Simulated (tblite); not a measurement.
# C5H10GeN: the cost of one run

Computed with tblite 0.8.0 and PySCF 2.14.0, with density-fitted response routines of our own, on a single molecule in the gas phase. Atoms count from 0, in the outputs and in this text.

### 1 Starting geometry

17 atoms, charge 0, multiplicity 2; geometry from: force field or distance geometry start.

Bonds of the start (Å): C0–C1 1.34, C1–C2 1.50, C2–C3 1.54, C2–C4 1.55, C4–Ge5 1.92, Ge5–N6 1.87, N6–C2 1.49, C0–H7 1.08, C0–H8 1.08, C3–H9 1.10, C3–H10 1.11, C3–H11 1.12, C4–H12 1.11, C4–H13 1.10, Ge5–H14 1.54, Ge5–H15 1.55, N6–H16 1.05.

### 2 Optimising the geometry with GFN2-xTB

What the job is given:

```
{"job": {"kind": "relax", "xc": "GFN2-xTB", "basis": "xTB"}, "charge": 0, "multiplicity": 2}
C      2.352600    -0.573900    -0.917000
C      1.281100    -0.984100    -0.225800
C      0.161000    -0.078600     0.184900
C      0.619700     0.988200     1.195000
C     -1.047800    -0.893400     0.716200
Ge    -2.117800    -0.290400    -0.763000
N     -0.460500     0.534200    -1.026800
H      3.134600    -1.269700    -1.167500
H      2.435800     0.458600    -1.237700
H      1.401700     1.628000     0.765000
H     -0.231000     1.625100     1.514300
H      1.030800     0.479300     2.108000
H     -0.908000    -1.992200     0.688900
H     -1.452100    -0.530600     1.673500
H     -2.382700    -1.381700    -1.816300
H     -3.207000     0.733500    -0.340600
H     -0.617400     1.559500    -0.882300
```

Launch:

```bash
> OMP_NUM_THREADS=1 python probes_run.py task.json out
```

This one command runs all jobs of the session in turn.

**Question.** How long does this first job take on 1 thread of Arm Neoverse V1, shared host?

About 1 s.
